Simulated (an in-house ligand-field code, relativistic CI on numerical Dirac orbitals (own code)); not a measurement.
# d2 in a ligand field: terms against the cubic field

Aim: the terms of a d2 shell from Racah B and C and the field, by exact diagonalisation.

The numbers are computed with an in-house ligand-field code version 1 (parametric ligand-field model of a d^n configuration (Racah B and C, spin-orbit zeta, crystal field), exact diagonalisation), except any that are marked as measured or tabulated.

### 1 What is computed

| Item | Value |
| --- | --- |
| shell | d2 |
| set 1 (cm⁻¹) | B = 1140, C = 4690, Oh, 10Dq = 1140 |
| set 2 (cm⁻¹) | B = 1140, C = 4690, Oh, 10Dq = 3420 |
| set 3 (cm⁻¹) | B = 1140, C = 4690, Oh, 10Dq = 5700 |
| set 4 (cm⁻¹) | B = 1140, C = 4690, Oh, 10Dq = 7980 |
| set 5 (cm⁻¹) | B = 1140, C = 4690, Oh, 10Dq = 10260 |
| set 6 (cm⁻¹) | B = 1140, C = 4690, Oh, 10Dq = 12540 |
| set 7 (cm⁻¹) | B = 1140, C = 4690, Oh, 10Dq = 14820 |
| set 8 (cm⁻¹) | B = 1140, C = 4690, Oh, 10Dq = 17100 |

### 2 Set 1

Settings of the run:

```ini
n = 2
racah_B = 1140  # cm-1
racah_C = 4690  # cm-1
zeta = 0  # cm-1
symmetry = Oh
field = {"10Dq": 1140}  # cm-1
```

### 3 Set 2

Settings of the run:

```ini
n = 2
racah_B = 1140  # cm-1
racah_C = 4690  # cm-1
zeta = 0  # cm-1
symmetry = Oh
field = {"10Dq": 3420}  # cm-1
```

### 4 Set 3

Settings of the run:

```ini
n = 2
racah_B = 1140  # cm-1
racah_C = 4690  # cm-1
zeta = 0  # cm-1
symmetry = Oh
field = {"10Dq": 5700}  # cm-1
```

### 5 Set 4

Settings of the run:

```ini
n = 2
racah_B = 1140  # cm-1
racah_C = 4690  # cm-1
zeta = 0  # cm-1
symmetry = Oh
field = {"10Dq": 7980}  # cm-1
```

### 6 Set 5

Settings of the run:

```ini
n = 2
racah_B = 1140  # cm-1
racah_C = 4690  # cm-1
zeta = 0  # cm-1
symmetry = Oh
field = {"10Dq": 10260}  # cm-1
```

### 7 Set 6

Settings of the run:

```ini
n = 2
racah_B = 1140  # cm-1
racah_C = 4690  # cm-1
zeta = 0  # cm-1
symmetry = Oh
field = {"10Dq": 12540}  # cm-1
```

### 8 Set 7

Settings of the run:

```ini
n = 2
racah_B = 1140  # cm-1
racah_C = 4690  # cm-1
zeta = 0  # cm-1
symmetry = Oh
field = {"10Dq": 14820}  # cm-1
```

### 9 Set 8

Settings of the run:

```ini
n = 2
racah_B = 1140  # cm-1
racah_C = 4690  # cm-1
zeta = 0  # cm-1
symmetry = Oh
field = {"10Dq": 17100}  # cm-1
```

(Steps that only read results are left out.)

Q: Predict the outcome of this session. Wanted: lowest terms.

**Answer**, as computed:

| set | 10Dq/B (size) | lowest | S | electrons in z² and x²-y² | first level of the same spin (cm⁻¹) |
| --- | --- | --- | --- | --- | --- |
| 1: Oh | 1.0 | 3T1 | 1.00 | 0.18 | 3T2 924 |
| 2: Oh | 3.0 | 3T1 | 1.00 | 0.15 | 3T2 2833 |
| 3: Oh | 5.0 | 3T1 | 1.00 | 0.12 | 3T2 4810 |
| 4: Oh | 7.0 | 3T1 | 1.00 | 0.10 | 3T2 6840 |
| 5: Oh | 9.0 | 3T1 | 1.00 | 0.08 | 3T2 8911 |
| 6: Oh | 11.0 | 3T1 | 1.00 | 0.07 | 3T2 11015 |
| 7: Oh | 13.0 | 3T1 | 1.00 | 0.06 | 3T2 13144 |
| 8: Oh | 15.0 | 3T1 | 1.00 | 0.05 | 3T2 15295 |

```
    quantity                                                           value
lowest terms  1: 3T1, 2: 3T1, 3: 3T1, 4: 3T1, 5: 3T1, 6: 3T1, 7: 3T1, 8: 3T1
```

What this shows: The lowest term stays 3T1 over this range. B, C and the field are free parameters here, not those of a compound.
